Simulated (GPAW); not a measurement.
Wanted: an ASE script for a GPAW 26.7.0 run.

```
Task                           : band structure
Functional                     : optB88-vdW
Potentials or basis            : GPAW PAW data sets (gpaw-data 1.2.1)
Cutoff                         : 600 eV
Basis                          : pw
k mesh                         : 8 × 8 × 8
Occupations                    : fermi-dirac, width 0.05 eV
Spin                           : no spin polarisation
Maxiter                        : 150
older calculator (legacy_gpaw) : yes
Band path                      : GXMGRX,MR
Band points                    : 60
```

The structure of NbTe lies in NbTe.xyz:

```xyz
2
Lattice="3.4257000000 0.0000000000 0.0000000000 0.0000000000 3.4257000000 0.0000000000 0.0000000000 0.0000000000 3.4257000000" Properties=species:S:1:pos:R:3 pbc="T T T"
Nb     1.7128500000      1.7128500000      1.7128500000
Te     0.0000000000      0.0000000000      0.0000000000
```

The cell was built by a generator and needn't be a form met in nature.

One way to write it, as run:

run.py

```python
from ase.dft.bandgap import bandgap
from ase.io import read, write
from gpaw import GPAW, PW

atoms = read('NbTe.xyz')

calc = GPAW(mode=PW(600),
            xc={'name': 'optB88-vdW', 'backend': 'libvdwxc'},
            kpts={'size': (8, 8, 8), 'gamma': True},
            occupations={'name': 'fermi-dirac', 'width': 0.05},
            nbands=20,
            convergence={'density': 1e-05, 'energy': 1e-05},
            maxiter=150,
            legacy_gpaw=True,
            txt='gpaw.txt')
atoms.calc = calc
energy = atoms.get_potential_energy()
forces = atoms.get_forces()
calc.write('gs.gpw')
write('result.traj', atoms)
print(f'Energy: {energy:.6f} eV')
print('Forces (eV/A):')
print(forces.round(4))
print('Fermi level:', round(calc.get_fermi_level(), 4), 'eV')
print(f'Gap: {bandgap(calc)[0]:.4f} eV, direct: {bandgap(calc, direct=True)[0]:.4f} eV')

path = atoms.cell.bandpath('GXMGRX,MR', npoints=60, eps=1e-4)
bs_calc = calc.fixed_density(kpts=path, symmetry='off', nbands=32,
                             convergence={'bands': 'CBM+6.0', 'eigenstates': 1e-6}, txt='bands.txt')
bs = bs_calc.band_structure()
bs.write('bs.json')
print(f'Gap on the path: {bandgap(bs_calc)[0]:.4f} eV')
```

Potentials or basis: GPAW PAW data sets (gpaw-data 1.2.1), pw.

Command:

```bash
$ OMP_NUM_THREADS=1 python run.py
```

It gave:

```yaml
Band_gap_along_the_path: none (metal or under the smearing width)
```

Caveat: the PAW data sets were made with another functional, which shifts forces and pressure a little; spin-orbit coupling is left out, which moves the levels of the heavy elements.

Run time: 20 s on 1 thread of Arm Neoverse V2 (shared host), peak memory 0.26 GiB.
